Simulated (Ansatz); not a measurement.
The system is TaWC2.

```
CELL_PARAMETERS angstrom
1.57186 0.90751 5.10162
-1.57186 0.90751 5.10162
0.00000 -1.81502 5.10162
ATOMIC_POSITIONS crystal
W 0.00000 0.00000 0.00000
Ta 0.50000 0.50000 0.50000
C 0.25093 0.25093 0.25093
C 0.74907 0.74907 0.74907
```

The cell comes from a database or a generator and needn't be the stable form of this composition.

Base run:

| Property | Result |
| --- | --- |
| Program | Ansatz 0.2.0 |
| Functional | LDA |
| Potentials or basis | Ansatz PAW |
| Cutoff | 420 eV (not typed: the program's choice for these potentials) |
| k mesh | 10 × 10 × 10 |
| Occupations | fermi-dirac, width 0.05 eV |
| Spin | no spin polarisation |

Its results: band gap on the k mesh none (metal or under the smearing width); pressure -16.6 GPa; largest force 0.082 eV/Å.

Task: The run is repeated on the same cell with these changes: functional from LDA to PBE. What comes out?

Result: Band gap on the k mesh none (metal or under the smearing width); pressure -2.6 GPa; largest force 0.056 eV/Å.

PBE binds less tightly than LDA, so the same cell stands under more pressure.

Caveats: spin-orbit coupling is left out, which moves the levels of the heavy elements; the PAW data sets come from PBE, with cores solved anew for the run's functional, which leaves a small shift of forces and pressure (some runs).
